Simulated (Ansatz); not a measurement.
# CH₅AlFNSi: up Jacob's ladder to CCSD(T)

One table from this session's results is given with a row withheld; the runs are named, their logs left out.

Computed with Ansatz 0.2.0, Gaussian basis. Level: functionals in def2-TZVPP, the program's frozen cores in correlated methods.

The runs, in order: LDA (SPW92), PBE-D4, revPBE-D4, BLYP-D4, r2SCAN-D4, B97M-V, PBE0-D4, B3LYP-D4, r2SCANh-D4, r2SCAN0-D4, HSE06-D4, BHLYP-D4, CAM-B3LYP-D4, LC-ωPBE, ωB97X-V, ωB97M-V, B2PLYP, PBE-QIDH; CCSD(T)/def2-SVP; CCSD(T)/def2-TZVPP; MP2/def2-QZVPP; extrapolation to the limit; RPA on PBE.

### The relaxed structure

The geometry comes from an earlier relaxation with PBE0-D4 in a triple-zeta def2 set; it is a stationary point, not always the lowest conformer.

SMILES `F[C@H]1N[Si@@H]1[AlH2]`, 10 atoms, charge 0, spin multiplicity 1.

Atoms are counted from 1 here; the program's logs count them from 0.

Bond lengths: F1–C2 1.374 Å, C2–N3 1.412 Å, C2–Si4 1.879 Å, C2–H6 1.090 Å, N3–Si4 1.754 Å, N3–H7 1.008 Å, Si4–Al5 2.432 Å, Si4–H8 1.485 Å, Al5–H9 1.586 Å, Al5–H10 1.588 Å. Angles: F1–C2–N3 114.7°, F1–C2–Si4 122.1°, F1–C2–H6 108.6°, N3–C2–Si4 62.5°, N3–C2–H6 119.0°, Si4–C2–H6 122.8°, C2–N3–Si4 71.9°, C2–N3–H7 119.9°, Si4–N3–H7 131.0°, C2–Si4–N3 45.6°, C2–Si4–Al5 115.6°, C2–Si4–H8 117.0°, N3–Si4–Al5 120.1°, N3–Si4–H8 111.5°, Al5–Si4–H8 123.2°, Si4–Al5–H9 122.5°, Si4–Al5–H10 116.6°, H9–Al5–H10 120.9°.

The first run:

in.yaml reads:

```yaml
crystal:
  periodic: [false, false, false]
  atoms:
    - {symbol: F, position_ang: [-0.502471, -2.278946, 1.502903]}
    - {symbol: C, position_ang: [0.110941, -1.183954, 0.944580]}
    - {symbol: N, position_ang: [0.663298, -1.405553, -0.335811]}
    - {symbol: Si, position_ang: [-0.641983, -0.245921, -0.499042]}
    - {symbol: Al, position_ang: [-0.154909, 2.135455, -0.571255]}
    - {symbol: H, position_ang: [0.721202, -0.701602, 1.707600]}
    - {symbol: H, position_ang: [1.656670, -1.308252, -0.478529]}
    - {symbol: H, position_ang: [-1.830156, -0.853393, -1.150583]}
    - {symbol: H, position_ang: [-1.205049, 3.203425, -1.091716]}
    - {symbol: H, position_ang: [1.265757, 2.587640, -0.025047]}
basis:
  gaussian: {orbitals: def2-TZVPP}
hamiltonian: {xc: lda}
output: {orbitals: {seedname: orbitals}}
```

Steps of the session up to this table: LDA; PBE-D4 (GGA); revPBE-D4 (GGA); BLYP-D4 (GGA); r2SCAN-D4 (meta-GGA); B97M-V (meta-GGA); PBE0-D4 (hybrid); B3LYP-D4 (hybrid); r2SCANh-D4 (hybrid); r2SCAN0-D4 (hybrid); HSE06-D4 (hybrid); BHLYP-D4 (hybrid); CAM-B3LYP-D4 (range-separated); LC-ωPBE (range-separated); ωB97X-V (range-separated); ωB97M-V (range-separated); B2PLYP (double hybrid); PBE-QIDH (double hybrid).

One of the session's tables, all rows but one given; the rest of the session is left out.

It belongs to the step «Orbital energies across the functionals». 

```
  functional  HOMO (eV)  LUMO (eV)  gap (eV)
 LDA (SPW92)      -6.21      -3.43      2.78
      PBE-D4      -6.04      -3.21      2.82
   revPBE-D4      -5.97      -3.12      2.85
     BLYP-D4      -5.88      -3.09      2.79
   r2SCAN-D4      -6.25      -3.04      3.22
      B97M-V      -6.35      -3.21      3.14
     PBE0-D4      -7.17      -2.53      4.64
    B3LYP-D4      -6.95      -2.72      4.24
  r2SCANh-D4      -6.68      -2.79      3.89
  r2SCAN0-D4      -7.32      -2.43      4.89
    HSE06-D4      -6.78      -2.89      3.88
    BHLYP-D4      -8.21      -1.79      6.42
CAM-B3LYP-D4      -8.45      -1.61      6.83
     LC-ωPBE          ?          ?         ?
     ωB97X-V      -9.41      -0.66      8.75
     ωB97M-V      -9.28      -0.89      8.40
```

Estimate the missing values for LC-ωPBE.

As computed: HOMO (eV): -9.74; LUMO (eV): -0.57; gap (eV): 9.17. In the column «HOMO (eV)» it is the lowest.
